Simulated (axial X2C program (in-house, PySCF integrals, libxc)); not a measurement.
# A two-component session on CsCl⁻: EOM-EA-CCSD levels

Wanted for CsCl⁻: EOM-EA-CCSD levels, at the two-component level.

The runs use an in-house X2C program for linear molecules on PySCF integrals; two-component X2C with atomic mean-field terms, Cs dyall-acv3z, Cl dyall-av3z.

All values are calculated.

## 1. The job

Contents of task.json:

```json
{
 "zs": [
  55,
  17
 ],
 "q": -1,
 "bas": [
  "dyall-acv3z",
  "dyall-av3z"
 ],
 "r0": 3.31,
 "eom": "ea",
 "thr": -2.0,
 "nmax": 92,
 "grid": [
  1,
  0.96,
  1.045,
  0.92,
  1.09,
  1.15
 ],
 "rq": 0
}
```

Keys: zs atomic numbers; q charge; bas basis sets; r0 starting distance in Å; eom kind of EOM run; thr threshold in hartree for freezing inner shells (an s shell follows its p shell); nmax most natural virtual spinors; grid distances as factors.

On the command line:

```
$ python soeom.py task.json out
```

After this run come: EOM-EA-CCSD at 2.906 Å.

Q: Predict the outcome of this session. Wanted: next root led by one particle; T1 of the reference.

The runs gave:

| quantity | value |
| --- | --- |
| lowest root at 2.906 Å | Ω = 1/2, 0.321 eV |
| next root led by one particle | Ω = 1/2, about 3300 cm⁻¹ higher |
| T1 of the reference | 0.005 |

The added electron is bound by 0.32 eV in a spinor of 71% Cs sσ, 29% Cs pσ. Errors of 0.1 to 0.3 eV are usual at this size, and roots led by higher excitations are left out, so the list is incomplete, and low states of that kind can be missing.
